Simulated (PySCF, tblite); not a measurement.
# C₅H₁₄GeOSi: geometry, infrared bands and NMR shifts

What infrared bands and NMR shifts should C₅H₁₄GeOSi (`[CH3][GeH2][Si](C)(C)CC=O`) show?

Computed with tblite 0.8.0 and PySCF 2.14.0, with density-fitted response routines of our own, on a single molecule in the gas phase. Atoms are numbered from 0 throughout.

### Step 1. Starting geometry

22 atoms, charge 0, multiplicity 1; geometry from: force field or distance geometry start.

Bonds of the start (Å): C0–Ge1 1.94, Ge1–Si2 2.28, Si2–C3 1.89, Si2–C4 1.87, Si2–C5 1.84, C5–C6 1.48, C6–O7 1.24, C0–H8 1.12, C0–H9 1.10, C0–H10 1.10, Ge1–H11 1.57, Ge1–H12 1.54, C3–H13 1.08, C3–H14 1.12, C3–H15 1.13, C4–H16 1.14, C4–H17 1.11, C4–H18 1.10, C5–H19 1.12, C5–H20 1.12, C6–H21 1.07.

### Step 2. Relaxing the molecule with GFN2-xTB

What the job is given:

```
{"job": {"kind": "relax", "xc": "GFN2-xTB", "basis": "xTB"}, "charge": 0, "multiplicity": 1}
C      2.485300    -1.168700     0.476400
Ge     1.707400     0.396400    -0.365100
Si    -0.551300     0.561300    -0.112500
C     -0.865200     1.862000     1.216900
C     -1.179400     1.216300    -1.749200
C     -1.400500    -0.972800     0.440300
C     -0.863400    -2.228000    -0.138900
O     -1.417200    -3.266900     0.242300
H      1.721600    -1.936800     0.754200
H      3.236000    -1.603500    -0.207900
H      3.034600    -0.872700     1.377400
H      2.373500     1.681100     0.243700
H      2.073100     0.347000    -1.863600
H     -1.107700     2.839700     0.818800
H      0.078400     1.889100     1.823700
H     -1.657400     1.452200     1.912100
H     -0.512000     2.111700    -1.954900
H     -1.039200     0.403600    -2.492200
H     -2.214900     1.593400    -1.700400
H     -2.479800    -0.960800     0.155700
H     -1.384400    -1.042500     1.557000
H     -0.047800    -2.281700    -0.835600
```

The run is started by

```sh
> OMP_NUM_THREADS=1 python probes_run.py task.json out
```

This one command runs all jobs of the session in turn.

**Question.** This job is followed by: GFN2-xTB harmonic vibrations, gas phase; GIAO PBE0/pcSseg-1 NMR shielding, non-relativistic, gas phase. Predict these results of the whole session: strongest single infrared mode (GFN2-xTB); zero-point energy (GFN2-xTB); 13C shifts against TMS (PBE0/pcSseg-1, means over atoms taken as alike); 1H shifts against TMS (PBE0/pcSseg-1, means over atoms taken as alike); 73Ge shifts against GeMe4 (PBE0/pcSseg-1); 29Si shifts against TMS (PBE0/pcSseg-1); 17O shifts against H2O (PBE0/pcSseg-1).

The runs gave:

```
                                                               quantity                              value
                              strongest single infrared mode (GFN2-xTB)              1828 cm⁻¹, 521 km/mol
                                           zero-point energy (GFN2-xTB)                     107.0 kcal/mol
13C shifts against TMS (PBE0/pcSseg-1, means over atoms taken as alike)        209.9, 40.9, -0.4, -6.1 ppm
 1H shifts against TMS (PBE0/pcSseg-1, means over atoms taken as alike)  10.13, 3.55, 2.30, 0.49, 0.28 ppm
                              73Ge shifts against GeMe4 (PBE0/pcSseg-1)                           -262 ppm
                                29Si shifts against TMS (PBE0/pcSseg-1)                           20.3 ppm
                                 17O shifts against H2O (PBE0/pcSseg-1)                          669.0 ppm
```

**Reading.** Relaxing lowered the energy by 1.173 eV in 186 steps; the close pair that moved most is Si2–C5, from 1.839 to 1.950 Å. No mode is imaginary among the 60: a minimum at this level. The strongest single mode, at 1828 cm⁻¹, moves mainly H11. GFN2-xTB is a fitted tight-binding method: band positions and strengths are rough. Its intensities can rank the bands wrongly. C6 (aldehyde carbonyl carbon) lies farthest downfield among carbon, at 209.9 ppm; low-lying n→π* states of the double bond to the heteroatom give a large paramagnetic term (-274 ppm). The most deshielded hydrogen is H21 (hydrogen on an aldehyde carbonyl carbon), at 10.13 ppm: deshielded by the polar, anisotropic C=O bond. At PBE0/pcSseg-1: Shielding is most anisotropic at O7 (span 1276 ppm, paramagnetic term -738 ppm). Spin-orbit coupling is left out, which matters for shieldings and couplings at and beside the heavy atoms.
